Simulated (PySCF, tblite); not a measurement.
**C4H5FO3Si: geometry, infrared bands and NMR shifts**

What infrared bands and NMR shifts should C4H5FO3Si (`O=C/C=C(/F)[SiH2]OC=O`) show?

Programs: tblite 0.8.0 and PySCF 2.14.0, with density-fitted response routines of our own. Each step states its level of theory. These are calculated values for one molecule in the gas phase, unless marked as measured. Atoms count from 0, in the outputs and in this text.

## Step 1: Starting geometry

14 atoms, charge 0, multiplicity 1; geometry from: force field or distance geometry start.

Bonds of the start (Å): O0–C1 1.24, C1–C2 1.46, C2–C3 1.32, C3–F4 1.39, C3–Si5 1.83, Si5–O6 1.74, O6–C7 1.40, C7–O8 1.27, C1–H9 1.07, C2–H10 1.08, Si5–H11 1.45, Si5–H12 1.49, C7–H13 1.09.

## Step 2: Optimising the geometry with GFN2-xTB

The job: settings as JSON, then the geometry in Å.

```
{"job": {"kind": "relax", "xc": "GFN2-xTB", "basis": "xTB"}, "charge": 0, "multiplicity": 1}
O      1.395000     0.713100    -1.751300
C      2.071500     0.899900    -0.730200
C      1.795300     0.319700     0.577900
C      0.757500    -0.452100     0.826600
F      0.550500    -0.965900     2.103400
Si    -0.419100    -0.884300    -0.502500
O     -1.614600     0.370200    -0.704600
C     -2.689900     0.434100     0.186100
O     -2.835600    -0.396700     1.132700
H      2.943700     1.521900    -0.811400
H      2.464600     0.555100     1.394200
H      0.189200    -1.297100    -1.747200
H     -1.197500    -2.053800     0.003200
H     -3.411100     1.235500     0.000900
```

Started as:

```sh
OMP_NUM_THREADS=1 python probes_run.py task.json out
```

The driver reads the jobs from task.json and runs them one after another.

**Question.** This job is followed by: GFN2-xTB harmonic vibrations, gas phase; GIAO PBE0/pcSseg-1 NMR shielding, non-relativistic, gas phase. What will the session give for the following? strongest single infrared mode (GFN2-xTB); zero-point energy (GFN2-xTB); 13C shifts against TMS (PBE0/pcSseg-1); 1H shifts against TMS (PBE0/pcSseg-1, means over atoms taken as alike); 17O shifts against H2O (PBE0/pcSseg-1); 19F shifts against CFCl3 (PBE0/pcSseg-1); 29Si shifts against TMS (PBE0/pcSseg-1).

**Answer**, as computed:

| quantity | value |
| --- | --- |
| strongest single infrared mode (GFN2-xTB) | 1780 cm⁻¹, 443 km/mol |
| zero-point energy (GFN2-xTB) | 52.1 kcal/mol |
| 13C shifts against TMS (PBE0/pcSseg-1) | 204.6, 200.8, 163.6, 127.8 ppm |
| 1H shifts against TMS (PBE0/pcSseg-1, means over atoms taken as alike) | 9.70, 7.93, 6.80, 5.26 ppm |
| 17O shifts against H2O (PBE0/pcSseg-1) | 580.9, 466.1, 185.2 ppm |
| 19F shifts against CFCl3 (PBE0/pcSseg-1) | -66.5 ppm |
| 29Si shifts against TMS (PBE0/pcSseg-1) | -49.3 ppm |

What this shows: The optimisation took 145 steps and gained 1.045 eV; among the close pairs (by a distance rule), O6–C7 changed most, from 1.398 to 1.308 Å. No mode is imaginary among the 36: a minimum at this level. The strongest single mode, at 1780 cm⁻¹, moves mainly C7 and O8. GFN2-xTB is a fitted tight-binding method: band positions and strengths are rough. Its intensities can rank the bands wrongly. H9 (hydrogen on an aldehyde carbonyl carbon) lies farthest downfield among hydrogen, at 9.70 ppm; the C=O anisotropy and electron withdrawal place aldehyde protons far downfield. At PBE0/pcSseg-1: The widest tensor belongs to O0: span 1121 ppm, with a paramagnetic part of -652 ppm.
